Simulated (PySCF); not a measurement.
# Tl(NH2)3(H2O): structure and properties

Aim: find the relaxed shape of Tl(NH2)3(H2O), test it by its vibrations, and read charges and levels. The species was built from a template and needn't be a known compound.

Computed with PySCF 2.14.0. Level: PBE0, Tl def2-SVP with ECP60, N def2-SVP, H def2-SVP, O def2-SVP; scalar-relativistic core potentials, no spin–orbit coupling.

1 further run of the same task is left out (for a known fault of the program).

### Step 1. Starting geometry

13 atoms, charge 0, spin multiplicity 1.

Bond lengths: Tl1–N2 2.061 Å, Tl1–N5 2.061 Å, Tl1–N8 2.061 Å, Tl1–O11 2.230 Å, N2–H3 1.018 Å, N2–H4 1.018 Å, N5–H6 1.018 Å, N5–H7 1.018 Å, N8–H9 1.018 Å, N8–H10 1.018 Å, O11–H12 0.970 Å, O11–H13 0.970 Å. Angles: N2–Tl1–N5 109.5°, N2–Tl1–N8 109.5°, N2–Tl1–O11 109.5°, N5–Tl1–N8 109.5°, N5–Tl1–O11 109.5°, N8–Tl1–O11 109.5°, Tl1–N2–H3 125.4°, Tl1–N2–H4 125.4°, H3–N2–H4 109.2°, Tl1–N5–H6 125.4°, Tl1–N5–H7 125.4°, H6–N5–H7 109.2°, Tl1–N8–H9 125.4°, Tl1–N8–H10 125.4°, H9–N8–H10 109.2°, Tl1–O11–H12 127.5°, Tl1–O11–H13 127.5°, H12–O11–H13 105.1°.

Coordinates:

```mol
H8N3OTl
  3D, bonds by distance, orders not assigned

 13 12  0  0  0  0  0  0  0  0999 V2000
    0.0000    0.0000    0.0000 Tl  0  0
    1.1899    1.1899    1.1899 N   0  0
    2.1175    0.9437    1.5306 H   0  0
    0.9437    2.1175    1.5306 H   0  0
   -1.1899   -1.1899    1.1899 N   0  0
   -2.1175   -0.9437    1.5306 H   0  0
   -0.9437   -2.1175    1.5306 H   0  0
    1.1899   -1.1899   -1.1899 N   0  0
    0.9437   -2.1175   -1.5306 H   0  0
    2.1175   -0.9437   -1.5306 H   0  0
   -1.2875    1.2875   -1.2875 O   0  0
   -1.9425    1.9425   -0.9994 H   0  0
   -1.3138    1.3138   -2.2568 H   0  0
  1  2  8  0
  1  5  8  0
  1  8  8  0
  1 11  8  0
  2  3  8  0
  2  4  8  0
  5  6  8  0
  5  7  8  0
  8  9  8  0
  8 10  8  0
 11 12  8  0
 11 13  8  0
M  END
```

Formal oxidation states: Tl +3.

### Step 2. SCF at the start, singlet

Input file run.py (the lines that set the calculation):

```python
mol = gto.M(atom='''
Tl     0.00000     0.00000     0.00000
N      1.18990     1.18990     1.18990
H      2.11750     0.94370     1.53060
H      0.94370     2.11750     1.53060
N     -1.18990    -1.18990     1.18990
H     -2.11750    -0.94370     1.53060
H     -0.94370    -2.11750     1.53060
N      1.18990    -1.18990    -1.18990
H      0.94370    -2.11750    -1.53060
H      2.11750    -0.94370    -1.53060
O     -1.28750     1.28750    -1.28750
H     -1.94250     1.94250    -0.99940
H     -1.31380     1.31380    -2.25680''',
    basis={'Tl': 'def2-SVP', 'N': 'def2-SVP', 'H': 'def2-SVP', 'O': 'def2-SVP'},
    ecp={'Tl': 'def2-SVP'},
    charge=0, spin=0)
mf = dft.RKS(mol, xc='PBE0')
mf.grids.atom_grid = (50, 194)
mf = mf.density_fit()  # fitting sets: Tl def2-universal-JKFIT, N def2-universal-JKFIT, H def2-universal-JKFIT, O def2-universal-JKFIT
mf.conv_tol = 1e-08; mf.max_cycle = 55
mf.kernel(dm0)  # dm0: free metal ions and neutral atoms
```

On the command line:

```console
$ OMP_NUM_THREADS=2 python run.py
```

What it wrote:

```text
init E= -419.997243076159
  HOMO = -0.241516007144509  LUMO = -0.10074664965342  gap/eV = 3.83053
cycle= 1 E= -416.189102894819  delta_E= 3.81  |g|= 0.371  |ddm|= 3.67
  HOMO = -0.138218640552  LUMO = -0.0307180531766917  gap/eV = 2.92524
cycle= 2 E= -416.20763438267  delta_E= -0.0185  |g|= 0.31  |ddm|= 0.852
  HOMO = -0.193432057682546  LUMO = -0.0344035201037904  gap/eV = 4.32739
cycle= 3 E= -416.227462374069  delta_E= -0.0198  |g|= 0.106  |ddm|= 0.402
  HOMO = -0.184528407315718  LUMO = -0.0323155873931462  gap/eV = 4.14192
cycle= 4 E= -416.229778186231  delta_E= -0.00232  |g|= 0.0281  |ddm|= 0.112
  HOMO = -0.185941484561121  LUMO = -0.0303305118143236  gap/eV = 4.23439
cycle= 5 E= -416.229962726518  delta_E= -0.000185  |g|= 0.00513  |ddm|= 0.0389
  HOMO = -0.186410118523367  LUMO = -0.0306835093114017  gap/eV = 4.23754
cycle= 6 E= -416.229967166451  delta_E= -4.44e-06  |g|= 0.00231  |ddm|= 0.00653
  HOMO = -0.186255329682239  LUMO = -0.030649385924356  gap/eV = 4.23425
cycle= 7 E= -416.229968197248  delta_E= -1.03e-06  |g|= 0.00054  |ddm|= 0.00233
  HOMO = -0.186298890388789  LUMO = -0.0306371855616838  gap/eV = 4.23577
cycle= 8 E= -416.229968250594  delta_E= -5.33e-08  |g|= 0.000314  |ddm|= 0.000785
  HOMO = -0.186283077833133  LUMO = -0.0306393506060871  gap/eV = 4.23528
cycle= 9 E= -416.229968273046  delta_E= -2.25e-08  |g|= 3.26e-05  |ddm|= 0.000315
  HOMO = -0.186286675235251  LUMO = -0.0306386743357194  gap/eV = 4.23540
cycle= 10 E= -416.229968273395  delta_E= -3.49e-10  |g|= 5.97e-06  |ddm|= 5.96e-05
  HOMO = -0.186287168988957  LUMO = -0.0306379676049744  gap/eV = 4.23543
Extra cycle  E= -416.229968273413  delta_E= -1.81e-11  |g|= 4.48e-06  |ddm|= 1.93e-05
converged SCF energy = -416.229968273413
```

Wall time 3.8 s (2 threads of Arm Neoverse V1, shared host); peak memory 0.74 GiB.

It gives: E = -416.229968 Eh, HOMO -5.07 eV, LUMO -0.83 eV, Mulliken charge on Tl1 +0.64 e. 

### Step 3. Relaxation, singlet

Steps are kept in the start's point group, Cs.

Input file run.py (the lines that set the calculation):

```python
mol = gto.M(atom='''
Tl     0.01523    -0.01523     0.01523
N      1.20513     1.17467     1.20513
H      2.13273     0.92847     1.54583
H      0.95893     2.10227     1.54583
N     -1.17467    -1.20513     1.20513
H     -2.10227    -0.95893     1.54583
H     -0.92847    -2.13273     1.54583
N      1.20513    -1.20513    -1.17467
H      0.95893    -2.13273    -1.51537
H      2.13273    -0.95893    -1.51537
O     -1.27227     1.27227    -1.27227
H     -1.92727     1.92727    -0.98417
H     -1.29857     1.29857    -2.24157''',
    basis={'Tl': 'def2-SVP', 'N': 'def2-SVP', 'H': 'def2-SVP', 'O': 'def2-SVP'},
    ecp={'Tl': 'def2-SVP'},
    charge=0, spin=0)
mf = dft.RKS(mol, xc='PBE0')
mf.grids.atom_grid = (50, 194)
mf = mf.density_fit()  # fitting sets: Tl def2-universal-JKFIT, N def2-universal-JKFIT, H def2-universal-JKFIT, O def2-universal-JKFIT
mf.conv_tol = 1e-08; mf.max_cycle = 55
mf.kernel(dm0)  # dm0: an SCF of this state at this start
# quasi-Newton relaxation in Cartesian coordinates to a largest gradient under 0.00045 Eh/bohr, steps kept in the point group
```

On the command line:

```console
$ OMP_NUM_THREADS=2 python run.py
```

The driver keeps no SCF log for this step, only its results.

Wall time 5.2 min (2 threads of Arm Neoverse V1, shared host).

Step by step: (not every step is listed)

```
step  energy from step 1 (eV)  largest force component (eV/Å)
   1                   0.0000                          1.6519
   2                  -0.4148                          1.2169
   3                  -0.7523                          0.8231
   4                  -0.9314                          1.8466
   5                  -1.1160                          1.0473
   6                  -1.1671                          1.8886
   7                  -1.2806                          0.9242
   8                  -1.3182                          0.8145
   9                  -1.3495                          0.3290
  12                  -1.4158                          0.3180
  15                  -1.4795                          0.3337
  18                  -1.5755                          0.3121
  21                  -1.6180                          0.1781
  24                  -1.6479                          0.1343
  27                  -1.6650                          0.1651
  30                  -1.6725                          0.2064
  33                  -1.6787                          0.0741
  36                  -1.6816                          0.0963
  39                  -1.6949                          0.1794
  42                  -1.7014                          0.2719
  45                  -1.7050                          0.0381
  48                  -1.7063                          0.0368
  49                  -1.7067                          0.0258
  50                  -1.7070                          0.0190
  51                  -1.7069                          0.0472
  52                  -1.7070                          0.0106
  53                  -1.7071                          0.0074
```

Distances of close pairs at the start and the end, largest changes first:

```
   bond  before (Å)  after (Å)  change (Å)
Tl1–O11       2.230      2.522      +0.292
 Tl1–N8       2.061      2.197      +0.136
 Tl1–N2       2.061      2.129      +0.068
 Tl1–N5       2.061      2.129      +0.068
O11–H13       0.970      0.991      +0.021
O11–H12       0.970      0.959      -0.011
  N2–H3       1.018      1.022      +0.003
  N5–H7       1.018      1.022      +0.003
```

It ends in Cs at E = -416.292701 Eh.

```xyz
13
H8N3OTl
Tl    0.07514   -0.07514    0.51759
N     1.13302    1.59068    1.31547
H     2.10215    1.52246    0.99941
H     1.17072    1.50339    2.33259
N    -1.59068   -1.13302    1.31547
H    -1.50339   -1.17072    2.33259
H    -1.52246   -2.10215    0.99941
N     0.77246   -0.77246   -1.44615
H     0.62522   -1.77687   -1.55240
H     1.77687   -0.62522   -1.55240
O    -1.06575    1.06575   -1.42087
H    -1.60362    1.60362   -2.00521
H    -0.46440    0.46440   -1.93013
```

### Step 4. The relaxed geometry turned into its symmetry frame

Input file run.py (the lines that set the calculation):

```python
mol = gto.M(atom='''
Tl     0.06278    -0.06278     0.15020
N      1.12067     1.60304     0.94808
H      2.08979     1.53482     0.63202
H      1.15836     1.51575     1.96520
N     -1.60304    -1.12067     0.94808
H     -1.51575    -1.15836     1.96520
H     -1.53482    -2.08979     0.63202
N      0.76010    -0.76010    -1.81353
H      0.61286    -1.76451    -1.91979
H      1.76451    -0.61286    -1.91979
O     -1.07810     1.07810    -1.78825
H     -1.61597     1.61597    -2.37259
H     -0.47676     0.47676    -2.29751''',
    basis={'Tl': 'def2-SVP', 'N': 'def2-SVP', 'H': 'def2-SVP', 'O': 'def2-SVP'},
    ecp={'Tl': 'def2-SVP'},
    charge=0, spin=0)
mf = dft.RKS(mol, xc='PBE0')
mf.grids.atom_grid = (50, 194)
mf = mf.density_fit()  # fitting sets: Tl def2-universal-JKFIT, N def2-universal-JKFIT, H def2-universal-JKFIT, O def2-universal-JKFIT
mf.conv_tol = 1e-08; mf.max_cycle = 55
mf.kernel(dm0)  # dm0: free metal ions and neutral atoms
```

On the command line:

```console
$ OMP_NUM_THREADS=2 python run.py
```

What it wrote:

```text
init E= -419.867628507962
  HOMO = -0.241481581796426  LUMO = -0.0995263373793804  gap/eV = 3.86280
cycle= 1 E= -416.260566985874  delta_E= 3.61  |g|= 0.357  |ddm|= 3.45
  HOMO = -0.22464932795938  LUMO = -0.0229143016851907  gap/eV = 5.48949
cycle= 2 E= -416.272080078926  delta_E= -0.0115  |g|= 0.299  |ddm|= 0.782
  HOMO = -0.229558349740919  LUMO = -0.0298782025381463  gap/eV = 5.43357
cycle= 3 E= -416.289444274727  delta_E= -0.0174  |g|= 0.122  |ddm|= 0.399
  HOMO = -0.236019888649176  LUMO = -0.0333263942596673  gap/eV = 5.51557
cycle= 4 E= -416.29247702729  delta_E= -0.00303  |g|= 0.0299  |ddm|= 0.12
  HOMO = -0.238028324670925  LUMO = -0.0322260408709063  gap/eV = 5.60017
cycle= 5 E= -416.292650211702  delta_E= -0.000173  |g|= 0.0147  |ddm|= 0.0472
  HOMO = -0.236614127088487  LUMO = -0.0318543027671083  gap/eV = 5.57180
cycle= 6 E= -416.292699071166  delta_E= -4.89e-05  |g|= 0.00319  |ddm|= 0.015
  HOMO = -0.23709054692105  LUMO = -0.0321523984361107  gap/eV = 5.57665
cycle= 7 E= -416.292701365867  delta_E= -2.29e-06  |g|= 0.000561  |ddm|= 0.00378
  HOMO = -0.237008056341523  LUMO = -0.0320965426794224  gap/eV = 5.57593
cycle= 8 E= -416.292701424508  delta_E= -5.86e-08  |g|= 0.000292  |ddm|= 0.000663
  HOMO = -0.237018735910156  LUMO = -0.0320940405576664  gap/eV = 5.57628
cycle= 9 E= -416.29270144233  delta_E= -1.78e-08  |g|= 5.03e-05  |ddm|= 0.00035
  HOMO = -0.237020639617032  LUMO = -0.0320975854166647  gap/eV = 5.57624
cycle= 10 E= -416.292701443048  delta_E= -7.18e-10  |g|= 6.5e-06  |ddm|= 7.8e-05
  HOMO = -0.237020741523534  LUMO = -0.0320969539289386  gap/eV = 5.57626
Extra cycle  E= -416.292701443051  delta_E= -2.96e-12  |g|= 5.99e-06  |ddm|= 1.39e-05
converged SCF energy = -416.292701443051
```

It took 3.5 s on 2 threads of Arm Neoverse V1, shared host.

It gives: E = -416.292701 Eh, HOMO -6.45 eV, LUMO -0.87 eV, Mulliken charge on Tl1 +0.51 e. 

### Step 5. Frequencies and infrared intensities

run.py (the lines that set the calculation): that of step 4 with these lines changed.

```diff
@@ -20,3 +20,4 @@
 mf = mf.density_fit()  # fitting sets: Tl def2-universal-JKFIT, N def2-universal-JKFIT, H def2-universal-JKFIT, O def2-universal-JKFIT
-mf.conv_tol = 1e-08; mf.max_cycle = 55
-mf.kernel(dm0)  # dm0: free metal ions and neutral atoms
+mf.conv_tol = 1e-10; mf.max_cycle = 55
+mf.kernel(dm0)  # dm0: the density of the relaxed state
+# Hessian and dipole derivatives by central differences of gradients, 0.02 bohr
```

On the command line:

```console
$ OMP_NUM_THREADS=2 python run.py
```

The driver keeps no SCF log for this step, only its results.

Run time: 4.7 min. Hardware: 2 threads of Arm Neoverse V1, shared host.

Point group Cs; negative numbers are unstable modes, and those under 60 cm⁻¹ are near the numerical noise:

```
cm⁻¹  km/mol  symmetry
-334   136.8       a''
  33    14.5       a''
  83     9.8        a'
  99     0.3       a''
 111     0.5       a''
 129    11.2        a'
 139    33.1        a'
 178    28.5        a'
 260    15.0       a''
 268    16.1        a'
 471     7.0        a'
 489    85.7        a'
 512   107.7       a''
 586   147.7        a'
 657    38.8       a''
 668    31.3        a'
 708   164.0        a'
 765    17.8       a''
 858    35.8       a''
 861    40.8       a''
 885    41.8        a'
1504    76.5        a'
1532     0.1       a''
1543     4.8        a'
1558   114.9        a'
3366   423.2        a'
3510     8.8       a''
3510     3.2        a'
3524     2.5        a'
3612     4.8        a'
3612     1.0       a''
3621     3.4       a''
3967   102.0        a'
```

### Step 6. Charges, bond orders and levels

Input file run.py (the lines that set the calculation):

```python
mol = gto.M(atom='''
Tl     0.07514    -0.07514     0.51759
N      1.13302     1.59068     1.31547
H      2.10215     1.52246     0.99941
H      1.17072     1.50339     2.33259
N     -1.59068    -1.13302     1.31547
H     -1.50339    -1.17072     2.33259
H     -1.52246    -2.10215     0.99941
N      0.77246    -0.77246    -1.44615
H      0.62522    -1.77687    -1.55240
H      1.77687    -0.62522    -1.55240
O     -1.06575     1.06575    -1.42087
H     -1.60362     1.60362    -2.00521
H     -0.46440     0.46440    -1.93013''',
    basis={'Tl': 'def2-SVP', 'N': 'def2-SVP', 'H': 'def2-SVP', 'O': 'def2-SVP'},
    ecp={'Tl': 'def2-SVP'},
    charge=0, spin=0)
mf = dft.RKS(mol, xc='PBE0')
mf.grids.atom_grid = (75, 302)
mf = mf.density_fit()  # fitting sets: Tl def2-universal-JKFIT, N def2-universal-JKFIT, H def2-universal-JKFIT, O def2-universal-JKFIT
mf.conv_tol = 1e-09; mf.max_cycle = 55
mf.kernel(dm0)  # dm0: the density of the relaxed state
```

On the command line:

```console
$ OMP_NUM_THREADS=2 python run.py
```

What it wrote:

```text
init E= -416.292610616943
  HOMO = -0.237028637782346  LUMO = -0.0321030830257811  gap/eV = 5.57631
cycle= 1 E= -416.292610674409  delta_E= -5.75e-08  |g|= 9.94e-05  |ddm|= 0.000695
  HOMO = -0.237006803662874  LUMO = -0.0320973230326338  gap/eV = 5.57587
cycle= 2 E= -416.292610671867  delta_E= 2.54e-09  |g|= 0.000147  |ddm|= 0.000222
  HOMO = -0.237022160362899  LUMO = -0.0321024173675255  gap/eV = 5.57615
cycle= 3 E= -416.292610676777  delta_E= -4.91e-09  |g|= 1.39e-05  |ddm|= 0.000138
  HOMO = -0.237020561191098  LUMO = -0.0321020531061684  gap/eV = 5.57612
cycle= 4 E= -416.292610676795  delta_E= -1.82e-11  |g|= 1.06e-05  |ddm|= 2.01e-05
  HOMO = -0.237021903294351  LUMO = -0.0321020917696231  gap/eV = 5.57615
Extra cycle  E= -416.292610676721  delta_E= 7.46e-11  |g|= 2.06e-05  |ddm|= 2.84e-05
converged SCF energy = -416.292610676721
```

Wall time 28 s (2 threads of Arm Neoverse V1, shared host).

Result: E = -416.292611 Eh, HOMO -6.45 eV, LUMO -0.87 eV, Mulliken charge on Tl1 +0.51 e, largest force component 0.013 eV/Å. 

Löwdin charges:

Tl1 0.32; N2 -0.24; H3 0.06; H4 0.06; N5 -0.24; H6 0.06; H7 0.06; N8 -0.27; H9 0.06; H10 0.06; O11 -0.07; H12 0.08; H13 0.06

Mulliken charges: Tl1 +0.51, N2 -0.41, H3 +0.12, H4 +0.13, N5 -0.41, H6 +0.13, H7 +0.12, N8 -0.49, H9 +0.12, H10 +0.12, O11 -0.29, H12 +0.17, H13 +0.19 e.

Contacts (the nearest donor of each ligand) and Mayer bond orders:

```
      contact  distance (Å)  bond order
 Tl1–N2 (NH2)         2.129        0.99
 Tl1–N5 (NH2)         2.129        0.99
 Tl1–N8 (NH2)         2.197        0.82
Tl1–O11 (H2O)         2.522        0.29
```

Mulliken populations of Tl1 outside the core potential: s 3.14, p 7.18, d 10.18.

Orbitals, density, ELF and potential are computed afterwards from the orbital file.

Frontier orbitals at PBE0, with the share of their density that lies nearest to each atom:

```
orbital  energy (eV)                                    lies on
 HOMO-1        -6.53            N8 44 %; N2, N5 about 13 % each
   HOMO        -6.45                     N2, N5 about 38 % each
   LUMO        -0.87  Tl1 28 %; N2, N5 about 15 % each; N8 10 %
```

ELF in a plane through or near 4 of the atoms.

Ten even steps from ' ' (0.00) to '@' (0.98):
```
                                                        
                                                        
                                                        
                              ......                    
                            ..==**++==..::::::          
                            ::##%%****##%%@@@@==..      
                          ..--##**..--@@@@@@@@**::      
                          ..::++########%%@@%%==        
              ......    ..::--::::::--....              
            ..==++--..  ..==******==--::..              
            ..==++--..  ..==******==--::..              
              ......    ..::--::::::::....              
                          ..::++####**##%%@@%%==        
                          ..--##**..--@@@@@@@@**::      
                            ::##%%****##%%@@@@==..      
                            ..==**++==..::::::          
                              ......                    
                                                        
                                                        
                                                        
```
The map spans 9.9 Å across and 10.3 Å up, centred on the molecule. Atoms in the plane (x, y in Å): N2 (1.3, 1.9), H4 (2.3, 1.9), N5 (1.3, -1.9), H6 (2.3, -1.9).

On the surface of density 0.002 e/bohr³ the electrostatic potential runs, from the 1st to the 99th percentile, from -2.20 V near N5 to 1.60 V near H12.

### Step 7. Outcome

| quantity | value |
| --- | --- |
| state and point group | singlet, Cs |
| modes | -334 to 3967 cm⁻¹, 1 unstable |
| strongest infrared band (modes within 1.5 cm⁻¹ summed) | 3366 cm⁻¹ (423 km/mol) |
| metal–ligand contacts | 2.13 to 2.52 Å |
| frontier levels | HOMO -6.45 eV, LUMO -0.87 eV |
| dipole | 2.67 D |
| mean polarisability | 9.7 Å³ |

What this shows: At the final geometry 1 mode is unstable, so this structure is a saddle point. The metal carries +0.32 e by Löwdin's partition against a formal +3, and bond orders to the nearest donors reach 0.99. Both measures hang on the basis. One start shape was tried, so another isomer may lie lower. These are double-zeta-type bases without diffuse functions. Spin–orbit coupling is left out.
